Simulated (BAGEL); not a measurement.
**CH5AlFS− (SMILES C[S][AlH2-][F]): PBE0/def2-SVP (density fitting with qzvpp-jkfit)**

Aim: the energy change on altering one bond length of CH5AlFS− at PBE0/def2-SVP (density fitting with qzvpp-jkfit), from 2 runs. 

The calculation is run with BAGEL 1.2.2.

2 further runs of the same task are left out: 2 set aside as unsound or not needed.

### 1 The molecule

CH5AlFS− has 9 atoms, charge -1, and is taken as a singlet. SMILES: `C[S][AlH2-][F]`. Geometry: a GFN2-xTB relaxation, a rough one for these elements and not checked as a minimum. This is one conformer, not always the lowest.

Bond lengths: C1–S2 1.821 Å, S2–Al3 2.304 Å, Al3–F4 1.690 Å, C1–H5 1.088 Å, C1–H6 1.092 Å, C1–H7 1.088 Å, Al3–H8 1.569 Å, Al3–H9 1.588 Å. Some angles: C1–S2–Al3 92.8°, S2–Al3–F4 109.4°, S2–C1–H5 109.4°, S2–C1–H6 109.7°, S2–C1–H7 108.6°, S2–Al3–H8 107.0°, S2–Al3–H9 102.9°, F4–Al3–H8 112.9°, F4–Al3–H9 107.5°, H5–C1–H6 109.9°.

### 2 The energy at PBE0/def2-SVP (density fitting with qzvpp-jkfit)

input.json reads:

```json
{ "bagel" : [

{
  "title" : "molecule",
  "basis" : "svp",
  "df_basis" : "qzvpp-jkfit",
  "angstrom" : true,
  "geometry" : [
    { "atom" : "C", "xyz" : [      -0.118560,       1.138470,      -0.963910 ] },
    { "atom" : "S", "xyz" : [       1.354560,       0.140830,      -0.573840 ] },
    { "atom" : "Al", "xyz" : [       0.213160,      -1.150150,       0.956250 ] },
    { "atom" : "F", "xyz" : [      -1.091660,      -1.903770,       0.191440 ] },
    { "atom" : "H", "xyz" : [      -0.473210,       0.885550,      -1.961100 ] },
    { "atom" : "H", "xyz" : [      -0.902190,       0.939980,      -0.229240 ] },
    { "atom" : "H", "xyz" : [       0.155490,       2.191340,      -0.930160 ] },
    { "atom" : "H", "xyz" : [       1.242800,      -2.172090,       1.553170 ] },
    { "atom" : "H", "xyz" : [      -0.380380,      -0.070160,       1.957390 ] }
  ]
},

{
  "title" : "ks",
  "xc_func" : "pbe0",
  "charge" : -1
},

{
  "title" : "print",
  "file" : "orbitals.molden",
  "orbitals" : true
}

]}
```

Started as:

```console
$ BAGEL_NUM_THREADS=1 BAGEL input.json > input.out
```

What it wrote:

```text
* using 1 threads per process

  ===============================================================
  ===============================================================

  *** Geometry ***

  { "atom" : "C", "xyz" : [     -0.224046,      2.151397,     -1.821526 ] },
  { "atom" : "S", "xyz" : [      2.559747,      0.266130,     -1.084400 ] },
  { "atom" : "Al", "xyz" : [      0.402814,     -2.173469,      1.807051 ] },
  { "atom" : "F", "xyz" : [     -2.062938,     -3.597604,      0.361769 ] },
  { "atom" : "H", "xyz" : [     -0.894237,      1.673447,     -3.705942 ] },
  { "atom" : "H", "xyz" : [     -1.704892,      1.776305,     -0.433201 ] },
  { "atom" : "H", "xyz" : [      0.293834,      4.141032,     -1.757748 ] },
  { "atom" : "H", "xyz" : [      2.348552,     -4.104655,      2.935066 ] },
  { "atom" : "H", "xyz" : [     -0.718814,     -0.132583,      3.698931 ] },

  Number of auxiliary basis functions:      498

  Since a DF basis is specified, we compute 2- and 3-index integrals:
    o Being stored without compression. Storage requirement is 0.032 GB

  Number of basis functions:       89
  Number of electrons      :       49

    * METHOD: MOLECULE                             0.70

  *** Kohn-Sham DFT ***

    * Removing 16027 points whose weight is below 1.00e-10
    * Grid points: 118127

  === Nuclear Repulsion ===
   208.6636904683

       - DIIS with orbital gradients will be used.

  === KS iteration (pbe0 / svp) ===
      0       -745.94442642          0.11024602           0.99
      1       -720.46664338          0.14342760           0.85
      2       -703.33370324          0.21492506           0.81
      3       -759.35734368          0.10026152           0.79
      4       -776.56267720          0.06289954           0.86
      5       -779.49334628          0.04947060           0.93
      6       -780.87008555          0.01510762           0.85
      7       -780.98340673          0.00749146           0.83
      8       -781.01392537          0.00265271           0.92
      9       -781.01883799          0.00088202           0.95
     10       -781.01933496          0.00014410           1.06
     11       -781.01934712          0.00004055           0.96
     12       -781.01934812          0.00001473           0.94
     13       -781.01934825          0.00000345           0.85
     14       -781.01934825          0.00000167           0.91
     15       -781.01934825          0.00000063           0.96
     16       -781.01934825          0.00000022           0.97
     17       -781.01934825          0.00000003           0.91
     18       -781.01934825          0.00000001           0.85
    * SCF iteration converged.

    * Permanent dipole moment:
           (    0.307473,    -0.861199,     0.927030) a.u.

    * METHOD: KS                                  18.82

    * METHOD: PRINT                                0.02

  ===============================================================
```

It took 20 s on 1 thread of Intel Xeon at 2.50GHz (Skylake/Cascade Lake), shared host; peak memory 0.5 GiB.

### 3 The distorted shape, same level

dft.json reads:

```json
{ "bagel" : [

{
  "title" : "molecule",
  "basis" : "svp",
  "df_basis" : "qzvpp-jkfit",
  "angstrom" : "true",
  "geometry" : [
    { "atom" : "C", "xyz" : [       0.508331,       1.297259,      -1.551634 ] },
    { "atom" : "S", "xyz" : [       1.981451,       0.299619,      -1.161564 ] },
    { "atom" : "Al", "xyz" : [       0.840051,      -0.991361,       0.368526 ] },
    { "atom" : "F", "xyz" : [      -0.464769,      -1.744981,      -0.396284 ] },
    { "atom" : "H", "xyz" : [       0.153681,       1.044339,      -2.548824 ] },
    { "atom" : "H", "xyz" : [      -0.902190,       0.939980,      -0.229240 ] },
    { "atom" : "H", "xyz" : [       0.782381,       2.350129,      -1.517884 ] },
    { "atom" : "H", "xyz" : [       1.869691,      -2.013301,       0.965446 ] },
    { "atom" : "H", "xyz" : [       0.246511,       0.088629,       1.369666 ] }
  ]
},

{
  "title" : "ks",
  "xc_func" : "pbe0",
  "charge" : -1
},

{
  "title" : "print",
  "file" : "orbitals.molden",
  "orbitals" : "true"
}

]}
```

Started as:

```console
$ BAGEL_NUM_THREADS=1 BAGEL dft.json > dft.out
```

What it wrote:

```text
* using 1 threads per process

  ===============================================================
  ===============================================================

  *** Geometry ***

  { "atom" : "C", "xyz" : [      0.960606,      2.451464,     -2.932163 ] },
  { "atom" : "S", "xyz" : [      3.744400,      0.566198,     -2.195038 ] },
  { "atom" : "Al", "xyz" : [      1.587466,     -1.873401,      0.696413 ] },
  { "atom" : "F", "xyz" : [     -0.878286,     -3.297536,     -0.748868 ] },
  { "atom" : "H", "xyz" : [      0.290415,      1.973515,     -4.816579 ] },
  { "atom" : "H", "xyz" : [     -1.704892,      1.776305,     -0.433201 ] },
  { "atom" : "H", "xyz" : [      1.478486,      4.441100,     -2.868385 ] },
  { "atom" : "H", "xyz" : [      3.533204,     -3.804587,      1.824429 ] },
  { "atom" : "H", "xyz" : [      0.465838,      0.167485,      2.588294 ] },

  Number of auxiliary basis functions:      498

  Since a DF basis is specified, we compute 2- and 3-index integrals:
    o Being stored without compression. Storage requirement is 0.032 GB

  Number of basis functions:       89
  Number of electrons      :       49

    * METHOD: MOLECULE                             0.68

  *** Kohn-Sham DFT ***

    * Removing 15370 points whose weight is below 1.00e-10
    * Grid points: 118784

  === Nuclear Repulsion ===
   206.5323961099

       - DIIS with orbital gradients will be used.

  === KS iteration (pbe0 / svp) ===
      0       -745.56130250          0.10921138           0.89
      1       -728.28972622          0.13061548           0.84
      2       -721.15889530          0.16094572           0.90
      3       -763.95075677          0.10723265           0.94
      4       -778.62975436          0.04732566           1.04
      5       -776.94935809          0.07448746           0.94
      6       -780.67319035          0.01828034           0.85
      7       -780.82266358          0.01146861           0.84
      8       -780.89375822          0.00314814           0.85
      9       -780.89824238          0.00176013           0.96
     10       -780.90082522          0.00019696           0.94
     11       -780.90085416          0.00004746           0.98
     12       -780.90085565          0.00000904           1.09
     13       -780.90085570          0.00000704           1.07
     14       -780.90085574          0.00000148           1.01
     15       -780.90085574          0.00000075           0.97
     16       -780.90085574          0.00000037           0.98
     17       -780.90085574          0.00000008           0.91
     18       -780.90085574          0.00000004           0.91
     19       -780.90085574          0.00000002           0.99
     20       -780.90085574          0.00000001           1.01
     21       -780.90085574          0.00000000           0.89
    * SCF iteration converged.

    * Permanent dipole moment:
           (   -0.145053,    -0.676913,     0.959228) a.u.

    * METHOD: KS                                  22.61

    * METHOD: PRINT                                0.02

  ===============================================================
```

Wall time 24 s (1 thread of Intel Xeon at 2.50GHz (Skylake/Cascade Lake), shared host); peak memory 0.5 GiB.

### 4 Results

At PBE0/def2-SVP (density fitting with qzvpp-jkfit):

| quantity | value |
| --- | --- |
| first shape: total energy | -781.01935 Eh |
| first shape: HOMO energy | -1.38 eV |
| first shape: LUMO energy | 5.73 eV |
| first shape: HOMO–LUMO gap (to an unbound level, set by the basis) | 7.11 eV |
| distorted shape: total energy | -780.90086 Eh |
| distorted shape: HOMO energy | -1.76 eV |
| distorted shape: LUMO energy | 2.93 eV |
| distorted shape: HOMO–LUMO gap (to an unbound level, set by the basis) | 4.69 eV |
| energy change with the C1–H6 bond stretched from 1.092 to 1.966 Å | 3.224 eV |

What this shows: With the C1–H6 bond stretched from 1.092 to 1.966 Å the energy rises by 3.22 eV (311 kJ/mol). The first shape isn't relaxed at this level, so the change isn't measured from a minimum.
